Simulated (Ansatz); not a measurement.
# SnGe24H3: the cost of one run

Program: Ansatz 0.2.0. Level of theory: DFT PBEsol, scalar-relativistic, plane waves, PAW. These are calculated values, not measurements.

### 1 The starting structure

Symmetry: P31m, No. 157, trigonal system. The conventional cell has a = 6.952 Å, b = 6.952 Å, c = 27.210 Å, α = 90.00°, β = 90.00°, γ = 120.00°. Ge (site symmetry m) is surrounded by 3 Ge at 2.47 to 2.49 Å and 1 Sn at 2.81 Å. Around Ge (site symmetry 3m) lie 4 Ge at 2.41 to 2.47 Å. Around Ge (site symmetry 3) lie 4 Ge at 2.49 to 2.52 Å. Ge (site symmetry 3m) is surrounded by 4 Ge at 2.41 to 2.43 Å. Ge (site symmetry 3) has 4 Ge at 2.47 to 2.52 Å as nearest neighbours. Ge (site symmetry m) is surrounded by 4 Ge at 2.43 to 2.47 Å. Around Ge (site symmetry m) lie 4 Ge at 2.45 to 2.46 Å. Around Ge (site symmetry m) lie 4 Ge at 2.44 to 2.46 Å. Only part of the 14 independent sites is listed.

Structure file:

```xyz
84
Lattice="12.0404 0.0000 0.0000 -6.0202 10.4273 0.0000 0.0000 0.0000 27.2102" Properties=species:S:1:pos:R:3 pbc="T T T"
Ge    0.0000    0.1674   19.7224
Ge    6.0202    3.6432   19.7224
Ge    0.0000    7.1190   19.7224
Ge   -1.8617    3.3921   19.7224
Ge    4.1585    6.8678   19.7224
Ge   -1.8617   10.3436   19.7224
Ge    1.8617    3.3921   19.7224
Ge    7.8819    6.8678   19.7224
Ge    1.8617   10.3436   19.7224
Ge    0.0000    2.3172   18.5000
Ge    6.0202    5.7929   18.5000
Ge    0.0000    9.2687   18.5000
Ge    4.0135    2.3172   19.0616
Ge   -2.0067    5.7929   19.0616
Ge    4.0135    9.2687   19.0616
Ge    8.0269    2.3172   19.0616
Ge    2.0067    5.7929   19.0616
Ge   -4.0135    9.2687   19.0616
Ge    0.0000    2.3172   16.0923
Ge    6.0202    5.7929   16.0923
Ge    0.0000    9.2687   16.0923
Ge    4.0135    2.3172   16.5442
Ge   -2.0067    5.7929   16.5442
Ge    4.0135    9.2687   16.5442
Ge    8.0269    2.3172   16.5442
Ge    2.0067    5.7929   16.5442
Ge   -4.0135    9.2687   16.5442
Ge    2.0659    1.1244   15.6053
Ge    8.0861    4.6002   15.6053
Ge    2.0659    8.0759   15.6053
Ge    0.0000    4.7027   15.6053
Ge    6.0202    8.1785   15.6053
Ge    6.0202    1.2269   15.6053
Ge    9.9745    1.1244   15.6053
Ge    3.9543    4.6002   15.6053
Ge   -2.0659    8.0759   15.6053
Ge    2.0309    1.1446   13.1418
Ge    8.0511    4.6204   13.1418
Ge    2.0309    8.0962   13.1418
Ge    0.0000    4.6623   13.1418
Ge    6.0202    8.1380   13.1418
Ge    6.0202    1.1865   13.1418
Ge   10.0095    1.1446   13.1418
Ge    3.9893    4.6204   13.1418
Ge   -2.0309    8.0962   13.1418
Ge    0.0000    0.0167   12.3236
Ge    6.0202    3.4925   12.3236
Ge    0.0000    6.9682   12.3236
Ge   -1.9923    3.4674   12.3236
Ge    4.0279    6.9432   12.3236
Ge   -1.9923   10.4189   12.3236
Ge    1.9923    3.4674   12.3236
Ge    8.0125    6.9432   12.3236
Ge    1.9923   10.4189   12.3236
Ge    0.0000    0.0000    9.8792
Ge    6.0202    3.4758    9.8792
Ge    0.0000    6.9515    9.8792
Ge   10.0337    3.4758    9.8792
Ge    4.0135    6.9515    9.8792
Ge    4.0135    0.0000    9.8792
Ge    2.0067    3.4758    9.8792
Ge   -4.0135    6.9515    9.8792
Ge    8.0269    0.0000    9.8792
Ge    0.0000    2.3172    9.0600
Ge    6.0202    5.7929    9.0600
Ge    0.0000    9.2687    9.0600
Ge    4.0135    2.3172    9.0600
Ge   -2.0067    5.7929    9.0600
Ge    4.0135    9.2687    9.0600
Ge    8.0269    2.3172    9.0600
Ge    2.0067    5.7929    9.0600
Ge   -4.0135    9.2687    9.0600
H     0.0000    2.3172    7.5000
H     6.0202    5.7929    7.5000
H     0.0000    9.2687    7.5000
H     4.0135    2.3172    7.5000
H    -2.0067    5.7929    7.5000
H     4.0135    9.2687    7.5000
H     8.0269    2.3172    7.5000
H     2.0067    5.7929    7.5000
H    -4.0135    9.2687    7.5000
Sn    0.0000    2.3172   21.5285
Sn    6.0202    5.7929   21.5285
Sn    0.0000    9.2687   21.5285
```

### 2 Single point: Sn3Ge72H9 slab, no spin

A dipole layer in the vacuum cancels the field that periodic copies would set up if the slab's two faces differ.

input.yaml

```yaml
crystal:
  lattice:
    - [12.040402, 0.0, 0.0]
    - [-6.020201, 10.427295, 0.0]
    - [0.0, 0.0, 27.210193]
  atoms:
    - { symbol: Ge, position: [0.00802833, 0.01605667, 0.724817] }
    - { symbol: Ge, position: [0.674695, 0.34939, 0.724817] }
    - { symbol: Ge, position: [0.34136167, 0.68272333, 0.724817] }
    - { symbol: Ge, position: [0.008028, 0.325305, 0.724817] }
    - { symbol: Ge, position: [0.67469467, 0.65863833, 0.724817] }
    - { symbol: Ge, position: [0.34136133, 0.99197167, 0.724817] }
    - { symbol: Ge, position: [0.317277, 0.325305, 0.724817] }
    - { symbol: Ge, position: [0.98394367, 0.65863833, 0.724817] }
    - { symbol: Ge, position: [0.65061033, 0.99197167, 0.724817] }
    - { symbol: Ge, position: [0.111111, 0.222222, 0.679894] }
    - { symbol: Ge, position: [0.77777767, 0.55555533, 0.679894] }
    - { symbol: Ge, position: [0.44444433, 0.88888867, 0.679894] }
    - { symbol: Ge, position: [0.44444467, 0.22222233, 0.70053] }
    - { symbol: Ge, position: [0.11111133, 0.55555567, 0.70053] }
    - { symbol: Ge, position: [0.777778, 0.888889, 0.70053] }
    - { symbol: Ge, position: [0.77777767, 0.22222233, 0.70053] }
    - { symbol: Ge, position: [0.44444433, 0.55555567, 0.70053] }
    - { symbol: Ge, position: [0.111111, 0.888889, 0.70053] }
    - { symbol: Ge, position: [0.111111, 0.222222, 0.591407] }
    - { symbol: Ge, position: [0.77777767, 0.55555533, 0.591407] }
    - { symbol: Ge, position: [0.44444433, 0.88888867, 0.591407] }
    - { symbol: Ge, position: [0.44444467, 0.22222233, 0.608013] }
    - { symbol: Ge, position: [0.11111133, 0.55555567, 0.608013] }
    - { symbol: Ge, position: [0.777778, 0.888889, 0.608013] }
    - { symbol: Ge, position: [0.77777767, 0.22222233, 0.608013] }
    - { symbol: Ge, position: [0.44444433, 0.55555567, 0.608013] }
    - { symbol: Ge, position: [0.111111, 0.888889, 0.608013] }
    - { symbol: Ge, position: [0.22549917, 0.10783383, 0.57351] }
    - { symbol: Ge, position: [0.89216583, 0.44116717, 0.57351] }
    - { symbol: Ge, position: [0.5588325, 0.7745005, 0.57351] }
    - { symbol: Ge, position: [0.22549933, 0.45099867, 0.57351] }
    - { symbol: Ge, position: [0.892166, 0.784332, 0.57351] }
    - { symbol: Ge, position: [0.55883267, 0.11766533, 0.57351] }
    - { symbol: Ge, position: [0.88233467, 0.10783383, 0.57351] }
    - { symbol: Ge, position: [0.54900133, 0.44116717, 0.57351] }
    - { symbol: Ge, position: [0.215668, 0.7745005, 0.57351] }
    - { symbol: Ge, position: [0.22356037, 0.10977263, 0.482975] }
    - { symbol: Ge, position: [0.89022703, 0.44310597, 0.482975] }
    - { symbol: Ge, position: [0.5568937, 0.7764393, 0.482975] }
    - { symbol: Ge, position: [0.22356067, 0.44712133, 0.482975] }
    - { symbol: Ge, position: [0.89022733, 0.78045467, 0.482975] }
    - { symbol: Ge, position: [0.556894, 0.113788, 0.482975] }
    - { symbol: Ge, position: [0.88621227, 0.10977263, 0.482975] }
    - { symbol: Ge, position: [0.55287893, 0.44310597, 0.482975] }
    - { symbol: Ge, position: [0.2195456, 0.7764393, 0.482975] }
    - { symbol: Ge, position: [0.00080067, 0.00160133, 0.452903] }
    - { symbol: Ge, position: [0.66746733, 0.33493467, 0.452903] }
    - { symbol: Ge, position: [0.334134, 0.668268, 0.452903] }
    - { symbol: Ge, position: [0.00080033, 0.33253267, 0.452903] }
    - { symbol: Ge, position: [0.667467, 0.665866, 0.452903] }
    - { symbol: Ge, position: [0.33413367, 0.99919933, 0.452903] }
    - { symbol: Ge, position: [0.33173233, 0.33253267, 0.452903] }
    - { symbol: Ge, position: [0.998399, 0.665866, 0.452903] }
    - { symbol: Ge, position: [0.66506567, 0.99919933, 0.452903] }
    - { symbol: Ge, position: [0.0, 0.0, 0.363071] }
    - { symbol: Ge, position: [0.66666667, 0.33333333, 0.363071] }
    - { symbol: Ge, position: [0.33333333, 0.66666666, 0.363071] }
    - { symbol: Ge, position: [0.99999967, 0.33333333, 0.363071] }
    - { symbol: Ge, position: [0.66666633, 0.66666667, 0.363071] }
    - { symbol: Ge, position: [0.333333, 0.0, 0.363071] }
    - { symbol: Ge, position: [0.33333367, 0.33333333, 0.363071] }
    - { symbol: Ge, position: [3.3e-07, 0.66666667, 0.363071] }
    - { symbol: Ge, position: [0.666667, 0.0, 0.363071] }
    - { symbol: Ge, position: [0.111111, 0.222222, 0.332963] }
    - { symbol: Ge, position: [0.77777767, 0.55555533, 0.332963] }
    - { symbol: Ge, position: [0.44444433, 0.88888867, 0.332963] }
    - { symbol: Ge, position: [0.44444467, 0.22222233, 0.332963] }
    - { symbol: Ge, position: [0.11111133, 0.55555567, 0.332963] }
    - { symbol: Ge, position: [0.777778, 0.888889, 0.332963] }
    - { symbol: Ge, position: [0.77777767, 0.22222233, 0.332963] }
    - { symbol: Ge, position: [0.44444433, 0.55555567, 0.332963] }
    - { symbol: Ge, position: [0.111111, 0.888889, 0.332963] }
    - { symbol: H, position: [0.111111, 0.222222, 0.275632] }
    - { symbol: H, position: [0.77777767, 0.55555533, 0.275632] }
    - { symbol: H, position: [0.44444433, 0.88888867, 0.275632] }
    - { symbol: H, position: [0.44444467, 0.22222233, 0.275632] }
    - { symbol: H, position: [0.11111133, 0.55555567, 0.275632] }
    - { symbol: H, position: [0.777778, 0.888889, 0.275632] }
    - { symbol: H, position: [0.77777767, 0.22222233, 0.275632] }
    - { symbol: H, position: [0.44444433, 0.55555567, 0.275632] }
    - { symbol: H, position: [0.111111, 0.888889, 0.275632] }
    - { symbol: Sn, position: [0.111111, 0.222222, 0.791193] }
    - { symbol: Sn, position: [0.77777767, 0.55555533, 0.791193] }
    - { symbol: Sn, position: [0.44444433, 0.88888867, 0.791193] }
scf:
  occupations: { method: gaussian, width: 0.03 }
output:
  forces: true
  write_density: true
  write_potential: true
  elf: true
  volumetric_format: npy
hamiltonian:
  xc: pbesol
efield:
  axis: 3
  dipole_correction: true
kpoints:
  mp_grid: { grid: [4, 4, 1] }
```

Launch:

```console
$ ansatz run input.yaml --threads 16 --pin off --max-ram 40960MiB --backend cpu --events-out ev --progress --plain --runs-dir out
```

What time and memory should one allow on 16 threads of Arm Neoverse V1, shared host?

About 4.5 min, with a peak of 24 GiB.
